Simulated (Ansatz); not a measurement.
# LaSi2Ir2: the cost of one run

Program: Ansatz 0.2.0. Level of theory: DFT LDA, scalar-relativistic, plane waves, PAW. These are calculated values, not measurements.

## Step 1: Starting point

It takes space group P4/nmm (No. 129, tetragonal). The conventional cell has a = 4.208 Å, b = 4.208 Å, c = 9.957 Å, α = 90.00°, β = 90.00°, γ = 90.00°. La (site symmetry 4mm) has 8 Ir at 3.20 to 3.31 Å and 8 Si at 3.21 to 3.24 Å as nearest neighbours. Si (site symmetry 4mm) has 5 Ir at 2.45 to 2.46 Å and 4 La at 3.24 Å as nearest neighbours. Si (site symmetry -4m2) has 4 Ir at 2.45 Å and 4 La at 3.21 Å as nearest neighbours. Ir (site symmetry 4mm) has 5 Si at 2.45 Å as nearest neighbours. Ir (site symmetry -4m2) has 4 Si at 2.46 Å as nearest neighbours.

As a file:

```cif
data_structure
_symmetry_space_group_name_H-M 'P 1'
_symmetry_Int_Tables_number 1
_cell_length_a 4.2075
_cell_length_b 4.2075
_cell_length_c 9.9570
_cell_angle_alpha 90.000
_cell_angle_beta 90.000
_cell_angle_gamma 90.000
_cell_volume 176.27
loop_
_atom_site_label
_atom_site_type_symbol
_atom_site_fract_x
_atom_site_fract_y
_atom_site_fract_z
_atom_site_occupancy
La1 La 0.00000 0.50000 0.25644 1
La2 La 0.50000 0.00000 0.74356 1
Si1 Si 0.50000 0.00000 0.12749 1
Si2 Si 0.00000 0.50000 0.87251 1
Si3 Si 0.50000 0.50000 0.50000 1
Si4 Si 0.00000 0.00000 0.50000 1
Ir1 Ir 0.50000 0.00000 0.37373 1
Ir2 Ir 0.00000 0.50000 0.62627 1
Ir3 Ir 0.50000 0.50000 0.00000 1
Ir4 Ir 0.00000 0.00000 0.00000 1
```

The structure comes from the Materials Project (structure only).

(A quick probe on a coarse mesh, which set the mesh and smearing, is not shown.)

## Step 3: Full relaxation

input.yaml

```yaml
crystal:
  lattice:
    - [4.207525205, 0.0, 0.0]
    - [0.0, 4.207525205, 0.0]
    - [0.0, 0.0, 9.95695143]
  atoms:
    - { symbol: La, position: [0.0, 0.5, 0.25644064] }
    - { symbol: La, position: [0.5, 0.0, 0.74355936] }
    - { symbol: Si, position: [0.5, 0.0, 0.12748989] }
    - { symbol: Si, position: [0.0, 0.5, 0.87251011] }
    - { symbol: Si, position: [0.5, 0.5, 0.5] }
    - { symbol: Si, position: [0.0, 0.0, 0.5] }
    - { symbol: Ir, position: [0.5, 0.0, 0.37372892] }
    - { symbol: Ir, position: [0.0, 0.5, 0.62627108] }
    - { symbol: Ir, position: [0.5, 0.5, 0.0] }
    - { symbol: Ir, position: [0.0, 0.0, 0.0] }
basis:
  ecutwfc: 420
kpoints:
  mp_grid: { grid: [8, 8, 4] }
hamiltonian:
  xc: lda
scf:
  occupations: { method: gaussian, width: 0.1 }
output:
  forces: true
  stress: true
  eigenvalues: true
relax:
  adjacent_minimum: "off"
  f_tol: 0.005
  max_steps: 80
  cell: { stress_tol: 0.05 }
```

Launch:

```console
> ansatz run input.yaml --threads 4 --pin off --max-ram 10240MiB --backend cpu --events-out ev --progress --plain --runs-dir out
```

What time and memory should one allow on 4 threads of Arm Neoverse V1, shared host?

About 73 s, with a peak of 0.85 GiB.
